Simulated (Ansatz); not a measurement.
# TiH₂ (singlet): the correlation ladder at distance Ti1–H2 = 1.641 Å, def2-SVP

One table from this session's results is given with a row withheld; the runs are named, their logs left out.

The runs use Ansatz 0.2.0, Gaussian basis; def2-SVP, core rule «outside noble gas», up to 9 orbitals frozen.

To be run: UHF; CCSD(T) on RHF; CCSD(T) on UHF; CISD; CCSDT(Q) on RHF; CCSDT(Q) on UHF; CASSCF and MRCISD+Q, 2 electrons in 2 orbitals; CASSCF and NEVPT2, 2 electrons in 2 orbitals; CASSCF and MRCISD+Q, 6 electrons in 8 orbitals; CASSCF and NEVPT4(SD), 6 electrons in 8 orbitals; CASSCF and NEVPT2, 6 electrons in 8 orbitals; Full CI.

32 further runs of the same task are left out: 9 for a known fault of the program, 19 that didn't finish, 4 set aside as unsound or not needed.

## The system

The geometry derives from a PBE0/def2-TZVP stationary point (not a proven minimum). One bond is set to the value named and the two fragments are kept rigid.

3 atoms, charge 0, spin multiplicity 1.

Atoms are counted from 1 here; the program's logs count them from 0.

Bond lengths: Ti1–H2 1.641 Å, Ti1–H3 1.847 Å. Angles: H2–Ti1–H3 180.0°.

Set-up of the first run:

Input file in.yaml:

```yaml
crystal:
  periodic: [false, false, false]
  atoms:
    - {symbol: Ti, position_ang: [0.000000, 0.000000, -0.068800]}
    - {symbol: H, position_ang: [0.000000, 0.000000, -1.709800]}
    - {symbol: H, position_ang: [0.000000, 0.000000, 1.778600]}
basis:
  gaussian: {orbitals: def2-SVP}
magnetization: {spin_polarized: true, initial_magnetization: 0}
hamiltonian: {xc: hf}
output: {orbitals: {seedname: orbitals}}
```

Launch:

```bash
$ ansatz run in.yaml --threads 1 --pin off --events-out ev --progress --plain --max-ram 2393MiB
```

Steps of the session up to this table: UHF; CCSD(T) on RHF; CCSD(T) on UHF; CISD; CCSDT(Q) on RHF; CCSDT(Q) on UHF; CASSCF and MRCISD+Q, 2 electrons in 2 orbitals; CASSCF and NEVPT2, 2 electrons in 2 orbitals; CASSCF and MRCISD+Q, 6 electrons in 8 orbitals; CASSCF and NEVPT4(SD), 6 electrons in 8 orbitals; CASSCF and NEVPT2, 6 electrons in 8 orbitals; Full CI.

One table of the session follows, with a row left open; its other results are not shown here.

| method | from FCI (kJ/mol) |
| --- | --- |
| RHF | +275.0 |
| RMP2 | +110.3 |
| CISD | ? |
| RCCSD | +23.3 |
| RCCSD(T) | +12.4 |
| RCCSDT | +2.2 |
| RCCSDT(Q) | +0.8 |
| FCI | 0 |

Estimate the missing values for CISD.

As computed: from FCI (kJ/mol): +45.7. In the column «from FCI (kJ/mol)» it lies between RCCSD (+23.3) and RMP2 (+110.3).

Left out of the table: CASSCF pair, NEVPT2 pair, MRCISD pair, MRCISD+Q pair, CASSCF valence, NEVPT2 valence, NEVPT4(SD) valence, MRCISD valence, MRCISD+Q valence (the active space lost an orbital or holds another state than full CI finds).

Left out of the table: UHF, UMP2, UCCSD, UCCSD(T), UCCSDT, UCCSDT(Q) (another determinant or state than the rows shown).

Caveats from the session: The report flags that the cluster equations may have other roots. The program flags RCCSDT(Q) as in doubt, so those rows may rest on another solution; read them beside their warnings.
